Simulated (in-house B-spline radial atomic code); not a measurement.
**Zr³⁶⁺: starting-point dependence of G0W0 and RPA**

Question: which mean-field start gives which removal energy for Zr³⁶⁺, before and after G0W0?

The numbers are computed with an in-house B-spline radial atomic code, version 1 (RPA, second order, AC-SOSEX and G0W0 (contour deformation) on a scalar-relativistic mean field, all electrons; no spin-orbit coupling, Breit or QED terms, no two-electron picture change), except any that are marked as measured or tabulated.

### Step 1. What is computed

```
element               : zirconium (Z = 40)
charge                : +36
electrons             : 4
configuration         : [He] 2s2
next ion, run as well : [He] 2s1
Hamiltonian           : scalar-relativistic (spin-free one-electron X2C), finite nucleus
starts                : Hartree-Fock, PBE, BLYP, r2SCAN0
```

Outer shells as boxes (Hund's rule):

Zr36+
```
[He] core
2s [↑↓]
```

### Step 2. The run with the Hartree-Fock start

The run's settings:

```ini
Z = 40
electrons = 4.0
configuration = [He] 2s2
hamiltonian = x2c
method = hf
lmax = 9
rms_radius = 4.2694
spin_polarised = False
box_radius = 2.67
intervals = 62
```

On the command line:

```bash
$ python run_gw.py task.json out
```

task.json lists these runs, among others, and the program works through them in turn.

After this run come: The run with the PBE start; The run with the BLYP start; The run with the r2SCAN0 start.

What does the calculation give? Wanted: highest level, mean field; highest level, G0W0; RPA correlation energy; RPA+SOSEX.

**Answer**, as computed:

| quantity | value |
| --- | --- |
| highest level, mean field (range over the runs) | -4987.1 to -4928.4 eV |
| highest level, G0W0 (range over the runs) | -4997.7 to -4995.3 eV |
| RPA correlation energy | -0.6638 to -0.4684 hartree |
| RPA+SOSEX | -0.3357 to -0.2380 hartree |
| semi-empirical ionisation energy (2s shell) | 4991.0 ± 5 eV (NIST Atomic Spectra Database, ionization energies) |
| G0W0 removal energy less that value | +4.27 to +6.73 eV |

In words: Across the starts the mean-field level varies by 58.7 eV and the G0W0 level by 2.5 eV (4.2 % as much). On the semilocal starts the correction is downwards, 69 eV, since their self-interaction lifts occupied levels. RPA gives the most correlation on PBE and the least on Hartree-Fock (29 % apart); over the runs it loosely follows the gap of the start, as smaller excitation energies give more correlation. Against the semi-empirical ionisation energy, 4991.0 ± 5 eV, G0W0 is nearest on Hartree-Fock (+4.3 eV) and farthest on BLYP (+6.7 eV). The tabulated value's own uncertainty covers most of the miss, so the miss is not established. Read as a removal energy, the bare PBE level is off by -62.6 eV (-1.3 %) and the nearest bare level, Hartree-Fock's, by -3.94 eV. As differences of total energies the mean miss over the starts is 2.4 eV for mean field, 4.9 eV for RPA, 2.3 eV for RPA+SOSEX. The reference's uncertainty exceeds the spread between them.
